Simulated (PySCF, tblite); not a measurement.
# C₆H₅F₃O: a rotation path, then NMR shifts on frames, part 2 of 2

tblite 0.8.0 and PySCF 2.14.0. Atoms count from 0. The steps go on from the part before.

### 5 NMR shieldings: image 4, PBE0/pcSseg-1

The job: settings as JSON, then the geometry in Å.

```
{"job": {"kind": "nmr", "xc": "PBE0", "basis": "pcSseg-1", "pop": false}, "charge": 0, "multiplicity": 1}
F      2.658800    -1.185000     0.184400
C      2.057500     0.004000    -0.012800
F      2.423600     0.783700     1.012800
F      2.637300     0.525900    -1.111600
C      0.569900    -0.108600    -0.133600
C      0.025800    -0.871500    -1.081000
O     -1.295800    -1.039500    -1.265700
C     -2.120800    -0.344700    -0.415400
C     -1.707900     0.450400     0.556600
C     -0.253700     0.677100     0.856100
H      0.606500    -1.430300    -1.801600
H     -3.157200    -0.529100    -0.648900
H     -2.423400     0.970200     1.170900
H     -0.006100     1.743400     0.787700
H     -0.018900     0.362200     1.880200
```

With the program's defaults for keys left out, this is: GIAO PBE0/pcSseg-1 NMR shielding, non-relativistic, gas phase.

Output:

```text
coarse grid: 13960 points
cycle   1  E = -605.4333175464  dE =  1.903e+00  |g| = 9.554e-01  |ddm| = 3.733e+00
cycle   2  E = -605.2796685015  dE =  1.536e-01  |g| = 1.406e+00  |ddm| = 1.369e+00
cycle   3  E = -605.5867813432  dE = -3.071e-01  |g| = 1.174e-01  |ddm| = 8.892e-01
cycle   4  E = -605.5880797958  dE = -1.298e-03  |g| = 8.830e-02  |ddm| = 1.612e-01
cycle   5  E = -605.5898584533  dE = -1.779e-03  |g| = 1.755e-02  |ddm| = 8.590e-02
cycle   6  E = -605.5899220963  dE = -6.364e-05  |g| = 6.582e-03  |ddm| = 2.192e-02
cycle   7  E = -605.5899317926  dE = -9.696e-06  |g| = 1.421e-03  |ddm| = 6.081e-03
final grid: 140128 points
cycle   8  E = -605.6794641274  dE = -4.505e-05  |g| = 1.112e-02  |ddm| = 3.134e-02
cycle   9  E = -605.6794295669  dE =  3.456e-05  |g| = 1.778e-02  |ddm| = 2.000e-02
cycle  10  E = -605.6794862006  dE = -5.663e-05  |g| = 2.331e-03  |ddm| = 1.367e-02
cycle  11  E = -605.6794875341  dE = -1.333e-06  |g| = 4.419e-04  |ddm| = 2.422e-03
cycle  12  E = -605.6794875731  dE = -3.902e-08  |g| = 1.761e-04  |ddm| = 4.819e-04
cycle  13  E = -605.6794875803  dE = -7.184e-09  |g| = 3.919e-05  |ddm| = 1.679e-04
cycle  14  E = -605.6794875806  dE = -3.056e-10  |g| = 1.316e-05  |ddm| = 4.471e-05
converged SCF energy = -605.6794875806

GIAO shielding tensors (ppm)
atom      isotropic    diamagn.    paramagn.     s11        s22        s33       span
  0 F      237.401     473.257    -235.855    162.955    210.979    338.270    175.316
  1 C       52.972     238.973    -186.001     51.080     52.402     55.434      4.354
  2 F      259.860     473.468    -213.608    188.097    258.041    333.442    145.344
  3 F      237.149     473.264    -236.115    162.504    210.615    338.327    175.823
  4 C       75.059     268.357    -193.298    -12.070     95.470    141.776    153.845
  5 C       33.592     248.482    -214.890    -69.252     57.063    112.964    182.216
  6 O      170.490     394.711    -224.222     53.912    109.359    348.198    294.285
  7 C       39.704     248.895    -209.191    -61.059     71.932    108.239    169.297
  8 C       77.282     257.424    -180.141    -22.549     92.929    161.468    184.017
  9 C      162.859     242.283     -79.424    147.415    162.573    178.588     31.173
 10 H       24.707      29.730      -5.023     22.032     23.192     28.897      6.865
 11 H       25.242      28.434      -3.192     22.733     25.408     27.585      4.851
 12 H       26.583      29.951      -3.367     24.719     27.113     27.918      3.198
 13 H       28.599      29.478      -0.879     23.985     28.316     33.496      9.511
 14 H       28.567      29.432      -0.864     23.948     28.200     33.554      9.606
```

Run time: 46 s. Hardware: 1 thread of Arm Neoverse N1, shared host; peak memory 0.88 GiB.

Key values: δ C5 153.3, C7 147.2, C1 134.0, C4 111.9, H10 7.01, H11 6.47 ppm.

### 6 Nuclear shieldings: image 6, PBE0/pcSseg-1

The job: settings as JSON, then the geometry in Å.

```
{"job": {"kind": "nmr", "xc": "PBE0", "basis": "pcSseg-1", "pop": false}, "charge": 0, "multiplicity": 1}
F      2.709800    -1.131400    -0.333700
C      2.054600    -0.008500    -0.002600
F      2.435100     0.302000     1.246700
F      2.560200     0.962500    -0.792700
C      0.570300    -0.132600    -0.122900
C      0.022600    -0.966900    -1.005600
O     -1.299500    -1.135200    -1.183000
C     -2.120700    -0.370100    -0.391100
C     -1.703700     0.502800     0.510200
C     -0.248200     0.750400     0.786600
H      0.601700    -1.595100    -1.667400
H     -3.157800    -0.573300    -0.604700
H     -2.418200     1.069600     1.082900
H      0.005400     1.804800     0.620000
H     -0.016100     0.529100     1.835500
```

Method: GIAO PBE0/pcSseg-1 NMR shielding, non-relativistic, gas phase.

Output:

```text
coarse grid: 13960 points
cycle   1  E = -605.4362159841  dE =  1.902e+00  |g| = 9.524e-01  |ddm| = 3.734e+00
cycle   2  E = -605.2846039953  dE =  1.516e-01  |g| = 1.399e+00  |ddm| = 1.362e+00
cycle   3  E = -605.5886340864  dE = -3.040e-01  |g| = 1.157e-01  |ddm| = 8.843e-01
cycle   4  E = -605.5899035184  dE = -1.269e-03  |g| = 8.669e-02  |ddm| = 1.587e-01
cycle   5  E = -605.5916112395  dE = -1.708e-03  |g| = 1.762e-02  |ddm| = 8.492e-02
cycle   6  E = -605.5916748885  dE = -6.365e-05  |g| = 6.611e-03  |ddm| = 2.167e-02
cycle   7  E = -605.5916845446  dE = -9.656e-06  |g| = 1.377e-03  |ddm| = 5.993e-03
final grid: 140128 points
cycle   8  E = -605.6819028853  dE = -4.942e-05  |g| = 1.095e-02  |ddm| = 3.375e-02
cycle   9  E = -605.6818696607  dE =  3.322e-05  |g| = 1.747e-02  |ddm| = 1.975e-02
cycle  10  E = -605.6819243056  dE = -5.464e-05  |g| = 2.269e-03  |ddm| = 1.344e-02
cycle  11  E = -605.6819255596  dE = -1.254e-06  |g| = 4.606e-04  |ddm| = 2.388e-03
cycle  12  E = -605.6819256028  dE = -4.321e-08  |g| = 1.778e-04  |ddm| = 4.940e-04
cycle  13  E = -605.6819256100  dE = -7.257e-09  |g| = 3.879e-05  |ddm| = 1.669e-04
cycle  14  E = -605.6819256103  dE = -3.022e-10  |g| = 1.330e-05  |ddm| = 4.442e-05
converged SCF energy = -605.6819256103

GIAO shielding tensors (ppm)
atom      isotropic    diamagn.    paramagn.     s11        s22        s33       span
  0 F      260.768     472.952    -212.185    175.371    253.062    353.871    178.500
  1 C       53.177     239.193    -186.016     51.513     52.913     55.106      3.593
  2 F      259.285     473.704    -214.418    172.718    265.645    339.493    166.775
  3 F      242.670     473.102    -230.432    154.781    229.008    344.220    189.439
  4 C       76.534     268.271    -191.737    -11.421     96.765    144.258    155.679
  5 C       35.280     248.498    -213.218    -65.113     57.554    113.398    178.511
  6 O      171.544     394.698    -223.155     54.155    110.863    349.612    295.457
  7 C       39.695     248.879    -209.183    -61.065     71.877    108.275    169.340
  8 C       77.467     257.399    -179.932    -22.367     92.771    161.998    184.365
  9 C      163.628     242.555     -78.927    148.843    162.595    179.446     30.603
 10 H       24.702      30.068      -5.367     21.638     23.574     28.892      7.254
 11 H       25.226      28.449      -3.224     22.661     25.411     27.605      4.944
 12 H       26.585      29.937      -3.352     24.702     27.121     27.931      3.229
 13 H       28.710      29.184      -0.474     24.208     28.163     33.761      9.553
 14 H       28.509      29.391      -0.881     23.594     28.431     33.502      9.908
```

It took 46 s on 1 thread of Arm Neoverse N1, shared host; peak memory 0.88 GiB.

In short: δ C5 151.6, C7 147.2, C1 133.7, C4 110.4, H10 7.02, H11 6.49 ppm.

### 7 Shielding tensors: image 8, PBE0/pcSseg-1

The job: settings as JSON, then the geometry in Å.

```
{"job": {"kind": "nmr", "xc": "PBE0", "basis": "pcSseg-1", "pop": false}, "charge": 0, "multiplicity": 1}
F      2.730400    -0.884600    -0.761600
C      2.052600    -0.016400     0.002200
F      2.474400    -0.212900     1.266800
F      2.489900     1.211600    -0.339000
C      0.570600    -0.140700    -0.121700
C      0.019700    -1.047600    -0.926200
O     -1.302400    -1.223700    -1.091300
C     -2.120400    -0.393800    -0.365000
C     -1.700400     0.545300     0.465500
C     -0.243300     0.817300     0.714300
H      0.598000    -1.734400    -1.527700
H     -3.158200    -0.610500    -0.562100
H     -2.415300     1.153000     0.993800
H      0.003600     1.853900     0.452400
H     -0.003700     0.691300     1.777700
```

Level: GIAO PBE0/pcSseg-1 NMR shielding, non-relativistic, gas phase.

Output:

```text
coarse grid: 13960 points
cycle   1  E = -605.4399212814  dE =  1.900e+00  |g| = 9.505e-01  |ddm| = 3.747e+00
cycle   2  E = -605.2894218675  dE =  1.505e-01  |g| = 1.395e+00  |ddm| = 1.349e+00
cycle   3  E = -605.5917073887  dE = -3.023e-01  |g| = 1.141e-01  |ddm| = 8.757e-01
cycle   4  E = -605.5929475198  dE = -1.240e-03  |g| = 8.536e-02  |ddm| = 1.567e-01
cycle   5  E = -605.5945983744  dE = -1.651e-03  |g| = 1.765e-02  |ddm| = 8.423e-02
cycle   6  E = -605.5946617895  dE = -6.342e-05  |g| = 6.610e-03  |ddm| = 2.149e-02
cycle   7  E = -605.5946713648  dE = -9.575e-06  |g| = 1.340e-03  |ddm| = 5.917e-03
final grid: 140128 points
cycle   8  E = -605.6840704892  dE = -4.753e-05  |g| = 1.097e-02  |ddm| = 3.310e-02
cycle   9  E = -605.6840368651  dE =  3.362e-05  |g| = 1.751e-02  |ddm| = 1.978e-02
cycle  10  E = -605.6840920882  dE = -5.522e-05  |g| = 2.283e-03  |ddm| = 1.357e-02
cycle  11  E = -605.6840933409  dE = -1.253e-06  |g| = 4.684e-04  |ddm| = 2.380e-03
cycle  12  E = -605.6840933851  dE = -4.428e-08  |g| = 1.774e-04  |ddm| = 4.939e-04
cycle  13  E = -605.6840933922  dE = -7.061e-09  |g| = 3.917e-05  |ddm| = 1.681e-04
cycle  14  E = -605.6840933925  dE = -3.054e-10  |g| = 1.282e-05  |ddm| = 4.453e-05
converged SCF energy = -605.6840933925

GIAO shielding tensors (ppm)
atom      isotropic    diamagn.    paramagn.     s11        s22        s33       span
  0 F      272.799     472.591    -199.793    180.408    279.377    358.611    178.204
  1 C       53.228     239.495    -186.266     51.983     53.832     53.870      1.888
  2 F      255.867     473.488    -217.621    159.774    255.220    352.607    192.833
  3 F      255.926     473.488    -217.562    159.832    255.540    352.406    192.574
  4 C       77.936     268.601    -190.666    -10.837     98.793    145.850    156.687
  5 C       36.709     248.406    -211.697    -61.499     57.936    113.690    175.188
  6 O      172.579     394.726    -222.148     54.228    112.422    351.085    296.858
  7 C       39.716     248.894    -209.177    -61.011     71.849    108.311    169.322
  8 C       77.751     257.397    -179.645    -21.938     92.773    162.418    184.357
  9 C      164.315     242.501     -78.186    149.954    162.903    180.087     30.134
 10 H       24.676      30.348      -5.672     21.330     23.793     28.904      7.574
 11 H       25.201      28.465      -3.264     22.573     25.413     27.616      5.043
 12 H       26.591      29.928      -3.337     24.680     27.148     27.946      3.266
 13 H       28.626      29.089      -0.462     23.844     28.300     33.734      9.890
 14 H       28.631      29.090      -0.459     23.853     28.314     33.726      9.873
```

Wall time 49 s (1 thread of Arm Neoverse N1, shared host); peak memory 0.88 GiB.

Key values: δ C5 150.2, C7 147.2, C1 133.7, C8 109.2, H10 7.04, H11 6.52 ppm.

### 8 Side by side: NMR shifts

Shifts (ppm) of some atoms, chosen among heavy atoms and hydrogens apart, with basis size and wall time:

```
  frame     C5     C4   H13   H14      F0     F2      F3  functions  time
image 0  150.2  109.0  3.09  3.08   -84.9  -85.0  -101.8        195  49 s
image 2  151.9  110.5  3.19  3.03   -69.0  -89.1   -87.8        195  47 s
image 4  153.3  111.9  3.12  3.15   -66.5  -88.9   -66.2        195  46 s
image 6  151.6  110.4  3.01  3.21   -89.8  -88.3   -71.7        195  46 s
image 8  150.2  109.0  3.09  3.09  -101.9  -84.9   -85.0        195  49 s
```

### 9 Summary of results

What follows sums up all 2 parts.

```
                                         quantity                                        value
                                          barrier           0.039 eV (0.9 kcal/mol) at image 4
                            end to end (GFN2-xTB)                                     0.000 eV
  ¹³C shifts against TMS (PBE0/pcSseg-1, image 0)  150.2, 147.2, 133.7, 109.2, 109.0, 22.6 ppm
   ¹H shifts against TMS (PBE0/pcSseg-1, image 0)             7.04, 6.52, 5.13, 3.09, 3.08 ppm
¹⁹F shifts against CFCl3 (PBE0/pcSseg-1, image 0)                     -84.9, -85.0, -101.8 ppm
  ¹⁷O shifts against H2O (PBE0/pcSseg-1, image 0)                                    163.5 ppm
                         range of the shift of F3                          -101.8 to -66.2 ppm
```

What this shows: Along the band the dihedral turns by 121°, and the top (dihedral -118°) lies 0.9 kcal/mol above the start (GFN2-xTB, rough), so at room temperature this motion is fast. The top was not checked by a frequency run. Shifts at one fixed geometry are not the observed spectrum, which averages over the motion. In the first frame run (image 0): The largest span, 297 ppm, is at O6, where the paramagnetic term is -222 ppm. In ppm, F3 moves most: its shift spreads over 35.6 ppm, from -101.8 (image 0) to -66.2 (image 4).
